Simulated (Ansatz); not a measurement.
# GeNH₂ (quartet): the correlation ladder at distance Ge1–N2 = 4.266 Å, cc-pVDZ

The task here is to estimate one member of a computed series from the others.

Program: Ansatz 0.2.0, Gaussian basis. Level of theory: cc-pVDZ, core rule «outside noble gas», up to 15 orbitals frozen. These are calculated values, not measurements.

The runs, in order: UHF; CCSD(T) on ROHF; CCSD(T) on UHF; BCCD(T) on ROHF; CISD; CCSDT(Q) on ROHF; CCSDT(Q) on UHF; CASSCF and MRCISD+Q, 5 electrons in 5 orbitals; CASSCF and NEVPT2, 5 electrons in 5 orbitals; CASSCF and MRCISD+Q, 11 electrons in 10 orbitals; CASSCF and NEVPT2, 11 electrons in 10 orbitals.

32 further runs of the same task are left out: 4 for a known fault of the program, 3 for a mislabelled method, 17 that didn't finish, 8 set aside as unsound or not needed.

## The system

The geometry derives from a PBE0/def2-TZVP stationary point (not a proven minimum). One bond is set to the value named and the two fragments are kept rigid. No spin-orbit coupling is included. The filled d shell of Ge may be among the frozen orbitals whatever the setting's name suggests; the logs give the count.

4 atoms, charge 0, spin multiplicity 4.

Atoms are counted from 1 here; the program's logs count them from 0.

Bond lengths: Ge1–H3 1.558 Å, N2–H4 1.027 Å.

The first run:

The input, in.yaml:

```yaml
crystal:
  periodic: [false, false, false]
  atoms:
    - {symbol: Ge, position_ang: [0.018200, 0.088874, 0.714568]}
    - {symbol: N, position_ang: [-0.151231, -0.388677, -3.521231]}
    - {symbol: H, position_ang: [0.300137, -1.273829, 1.414614]}
    - {symbol: H, position_ang: [0.489795, 0.270102, -3.979613]}
basis:
  gaussian: {orbitals: cc-pVDZ}
magnetization: {spin_polarized: true, initial_magnetization: 3}
hamiltonian: {xc: hf}
output: {orbitals: {seedname: orbitals}}
```

Started as:

```
> ansatz run in.yaml --threads 1 --pin off --events-out ev --progress --plain --max-ram 2393MiB
```

Among the steps run: UHF; CCSD(T) on ROHF; CCSD(T) on UHF; BCCD(T) on ROHF; CISD; CCSDT(Q) on ROHF; CCSDT(Q) on UHF; CASSCF and MRCISD+Q, 5 electrons in 5 orbitals; CASSCF and NEVPT2, 5 electrons in 5 orbitals; CASSCF and MRCISD+Q, 11 electrons in 10 orbitals; CASSCF and NEVPT2, 11 electrons in 10 orbitals.

One table of the session follows, with a row left open; its other results are not shown here.

It belongs to the step «Misses and costs». 

| method | from UCCSDT(Q) (kJ/mol) |
| --- | --- |
| ROHF | +576.1 |
| UHF | +548.7 |
| RMP2 | +117.3 |
| UMP2 | +117.3 |
| CISD | +50.2 |
| RCCSD | +10.7 |
| UCCSD | +9.8 |
| RCCSD(T) | +2.7 |
| UCCSD(T) | +2.2 |
| BCCD(T) | +2.7 |
| RCCSDT | ? |
| UCCSDT | +0.4 |
| RCCSDT(Q) | +0.4 |
| UCCSDT(Q) | 0 |
| CASSCF valence | +426.4 |
| NEVPT2 valence | +95.9 |
| MRCISD valence | +26.8 |
| MRCISD+Q valence | +0.4 |

Estimate the missing values for RCCSDT.

The run gave: from UCCSDT(Q) (kJ/mol): +0.8. In the column «from UCCSDT(Q) (kJ/mol)» it lies between MRCISD+Q valence (+0.4) and UCCSD(T) (+2.2).

Left out of the table: CASSCF pair, NEVPT2 pair, MRCISD pair, MRCISD+Q pair (the active space lost an orbital or holds another state than full CI finds).

To keep in mind: Restricted and unrestricted rows rest on different reference determinants; where their highest levels disagree by more than a few hundredths of an eV, they describe different states and don't form one ladder. Warnings in the runs' records: passed over end.
